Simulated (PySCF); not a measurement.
Crystal: SCuH, in a box.

```
CELL_PARAMETERS angstrom
12.00000 0.00000 0.00000
0.00000 11.00000 0.00000
0.00000 0.00000 11.00000
ATOMIC_POSITIONS crystal
S 0.43755 0.56020 0.47229
Cu 0.58933 0.51529 0.55955
H 0.41284 0.44362 0.44663
```

Program: PySCF 2.14.0. Alike in all runs: task atomic charges; potentials or basis 6-31g* (all-electron); no spin polarisation; cell as given; k mesh 1 × 1 × 1; smearing fixed.

**Question.** Order these runs on this cell by their band gap on the k mesh, lowest first.
A. level M06-L+D3; three-body dispersion term no; three-centre integrals read from an earlier run's file
B. level LC-wPBE+D3(BJM); three-body dispersion term no; exxdiv ewald; three-centre integrals read from an earlier run's file
C. level PBE
D. level SCAN0; exxdiv ewald; three-centre integrals read from an earlier run's file

**Answer.** C (0.59 eV), A (1.63 eV), D (3.95 eV), B (8.23 eV).

Caveats: this is a molecule in a periodic box at the Γ point, so its band gap is the HOMO-LUMO gap; the basis of atomic orbitals isn't converged, which shifts pressures, moduli and gaps.

A k mesh can miss the band edges.

Not every run made on this cell is shown here.
